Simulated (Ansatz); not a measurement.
# Nb2SnC: properties at the relaxed cell

One table from this session's results is given with a row withheld; the runs are named, their logs left out.

Method: DFT PBEsol, scalar-relativistic, plane waves, PAW, in Ansatz 0.2.0.

### Starting point

Symmetry: P6_3/mmc, No. 194, hexagonal system. The conventional cell has a = 3.232 Å, b = 3.232 Å, c = 13.748 Å, α = 90.00°, β = 90.00°, γ = 120.00°. Nb (site symmetry 3m) is surrounded by 3 C at 2.19 Å. Sn (site symmetry -6m2) has 6 Nb at 2.96 Å and 6 Sn at 3.23 Å as nearest neighbours. Around C (site symmetry -3m) lie 6 Nb at 2.19 Å.

As a file:

```xyz
8
Lattice="3.2322 0.0000 0.0000 -1.6161 2.7992 0.0000 0.0000 0.0000 13.7483" Properties=species:S:1:pos:R:3 pbc="T T T"
Nb    0.0000    1.8661    1.1384
Nb    0.0000    1.8661    5.7357
Nb    1.6161    0.9331    8.0126
Nb    1.6161    0.9331   12.6099
Sn    0.0000    1.8661   10.3112
Sn    1.6161    0.9331    3.4371
C     0.0000    0.0000    0.0000
C     0.0000    0.0000    6.8742
```

It goes back to an entry of the Materials Project, which need not be the stable form.

This cell was relaxed beforehand with the same method: volume 15.55 Å³/atom, gap on the mesh none (metal).

Set-up of the first run:

input.yaml

```yaml
crystal:
  lattice:
    - [3.1995479787, 0.0, 0.0]
    - [-1.5997739893, 2.7708898302, 0.0]
    - [0.0, 0.0, 13.6094514692]
  atoms:
    - { symbol: Nb, position: [0.3333333333, 0.6666666667, 0.0828040595] }
    - { symbol: Nb, position: [0.3333333333, 0.6666666667, 0.4171959405] }
    - { symbol: Nb, position: [0.6666666667, 0.3333333333, 0.5828040595] }
    - { symbol: Nb, position: [0.6666666667, 0.3333333333, 0.9171959405] }
    - { symbol: Sn, position: [0.3333333333, 0.6666666667, 0.75] }
    - { symbol: Sn, position: [0.6666666667, 0.3333333333, 0.25] }
    - { symbol: C, position: [0.0, 0.0, 0.0] }
    - { symbol: C, position: [0.0, 0.0, 0.5] }
basis:
  ecutwfc: 420
kpoints:
  mp_grid: { grid: [12, 12, 4] }
hamiltonian:
  xc: pbesol
scf:
  occupations: { method: gaussian, width: 0.1 }
output:
  forces: true
  stress: true
  eigenvalues: true
relax:
  adjacent_minimum: "off"
  f_tol: 0.01
  max_steps: 30
  cell: { stress_tol: 0.1, fix: [volume] }
```

Run with:

```sh
> ansatz run input.yaml --threads 2 --pin off --max-ram 5120MiB --backend cpu --events-out ev --progress --plain --runs-dir out
```

Steps of the session up to this table: Volume × 0.97; The cell scaled to 1.03 of its volume; Volume × 0.94; Volume × 1.06; Point at V/V0 = 0.91; Point at V/V0 = 1.10; The cell scaled to 0.88 of its volume.

One table of the session follows, with a row left open; its other results are not shown here.

It belongs to the step «Equation of state». 

| volume (Å³/atom) | energy above the lowest point (meV/atom) | pressure (GPa) |
| --- | --- | --- |
| 13.683 | 155.9 | 30.19 |
| 14.149 | ? | ? |
| 14.616 | 34.4 | 12.55 |
| 15.082 | 8.1 | 5.72 |
| 15.548 | 0.0 | 0.01 |
| 16.015 | 7.0 | -4.76 |
| 16.481 | 26.8 | -8.80 |
| 17.103 | 69.7 | -13.08 |

Q: Estimate the row for volume (Å³/atom) = 14.149 from the others.

Worked estimate for «energy above the lowest point (meV/atom)». A straight line through the neighbours (13.683, 155.9) and (14.616, 34.4) gives 155.9 + (34.4 − 155.9) × (14.149 − 13.683) / (14.616 − 13.683) = 95.2; a parabola fitted to 3 rows on both sides gives 83.7.

As computed: energy above the lowest point (meV/atom): 82.3; pressure (GPa): 20.63. In «energy above the lowest point (meV/atom)» the line misses by +12.9 and the parabola by +1.4.
